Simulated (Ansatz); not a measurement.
# As (bcc type): a single-point run

Aim: a sound single-point run of As (bcc type).

Computed with Ansatz 0.2.0 (DFT, LDA, PAW with other files of Ansatz's library (level accurate), scalar-relativistic (as first typed), unless a step's input says otherwise).

1 further run of the same task is left out (it didn't finish). Runs told in other sessions of the task aren't counted.

### Step 1. Starting point

It takes space group Im-3m (No. 229, cubic). The conventional cell has a = 2.427 Å, b = 2.427 Å, c = 2.427 Å, α = 90.00°, β = 90.00°, γ = 90.00°. As (site symmetry m-3m) has 8 As at 2.10 Å in its first shell of neighbours.

Coordinates:

```
CELL_PARAMETERS angstrom
-1.21349 1.21349 1.21349
1.21349 -1.21349 1.21349
1.21349 1.21349 -1.21349
ATOMIC_POSITIONS crystal
As 0.00000 0.00000 0.00000
```

### Step 2. Running it

File input.yaml:

```yaml
crystal:
  lattice:
    - [-1.2134894744, 1.2134894744, 1.2134894744]
    - [1.2134894744, -1.2134894744, 1.2134894744]
    - [1.2134894744, 1.2134894744, -1.2134894744]
  atoms:
    - { symbol: As, position: [0.0, 0.0, 0.0] }
kpoints:
  mp_grid: { grid: [18, 18, 18] }
scf:
  occupations: { method: fermi_dirac, width: 0.08 }
  convergence: { dr2_threshold: 0.0 }
  max_iter: 50
hamiltonian:
  xc: lda
  pseudopotentials: { kind: paw, level: accurate }
output:
  forces: true
  stress: true
  eigenvalues: true
```

Command:

```bash
$ ansatz run input.yaml --threads 1 --pin off --max-ram 2048MiB --backend cpu --events-out ev --progress --plain --runs-dir out
```

**Question.** How will this run end, and is anything wrong with its input?

The run ended at the input check. Its message: «invalid value for `scf.convergence.dr2_threshold`: must be finite and > 0; got 0 eV»

In the input, scf.convergence.dr2_threshold is 0.0. The number typed is not permitted for that setting.

The cure: delete scf.convergence.dr2_threshold (the default then holds).
